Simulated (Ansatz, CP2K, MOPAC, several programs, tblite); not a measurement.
Energy against volume for K3BrS built on the antiperovskite prototype, at fixed shape and fractional coordinates, computed by several methods (PBE and r2SCAN, where shown, with plane waves in Ansatz); the cell shown is that of r2SCAN. Space group Pm-3m (No. 221), cubic; a = 5.955 Å in the conventional setting, 42.24 Å³ an atom. Around Br lie 12 K at 4.21 Å; around S lie 6 K at 2.98 Å; around K lie 2 S at 2.98 Å and 4 Br at 4.21 Å. These are computed values for a spin-unpolarised cell that may be hypothetical; none is a measurement. Energies count from each curve's lowest point; fits are third-order Birch-Murnaghan.

```xyz
5
Lattice="5.9551 0.0000 0.0000 0.0000 5.9551 0.0000 0.0000 0.0000 5.9551" Properties=species:S:1:pos:R:3 pbc="T T T"
Br    0.0000    0.0000    0.0000
S     2.9776    2.9776    2.9776
K     2.9776    2.9776    0.0000
K     2.9776    0.0000    2.9776
K     0.0000    2.9776    2.9776
```

PBE/DZVP (CP2K), on the shape of the cell shown:
```tsv
V (Å³/atom)	E (meV/atom)
37.170	43.69
39.704	12.75
42.238	0.00
44.773	0.62
47.307	11.10
```
V₀ = 43.34 Å³ an atom and B₀ = 13 GPa.

light PBE (260 eV, its own mesh), on the shape of the cell shown:
```csv
V (Å³/atom),E (meV/atom)
38.859,27.87
40.549,8.99
42.238,3.28
43.928,0.00
45.617,7.27
47.307,16.73
```
The points scatter about a smooth fit, as a low cutoff and a light mesh can make them, so no fit is quoted.

PM7 (MOPAC), on the shape of the cell shown, as a cluster of 40 atoms at the zone centre:
```tsv
V (Å³/atom)	E (meV/atom)
37.170	75.91
39.704	11.81
42.238	0.00
44.773	16.49
47.307	52.80
```
The points scatter about a smooth fit, so no fit is quoted.

GFN2-xTB (tblite), on the shape of the cell shown, as a cluster of 40 atoms at the zone centre:

| V (Å³/atom) | E (meV/atom) |
| --- | --- |
| 37.170 | 101.47 |
| 39.704 | 59.30 |
| 42.238 | 30.50 |
| 44.773 | 11.45 |
| 47.307 | 0.00 |

This method closes the gap of a crystal that DFT finds insulating, so its curve rests on a wrong state.
The lowest point is an end point, so the minimum isn't bracketed.

r2SCAN, on the shape of its own relaxed cell:
```
V (Å³/atom)  E (meV/atom)
     39.704          7.18
     40.971          1.72
     42.238          0.00
     43.506          1.48
     44.773          5.66
```
V₀ = 42.25 Å³ an atom and B₀ = 13 GPa.

The runs are scalar-relativistic, without spin-orbit coupling.
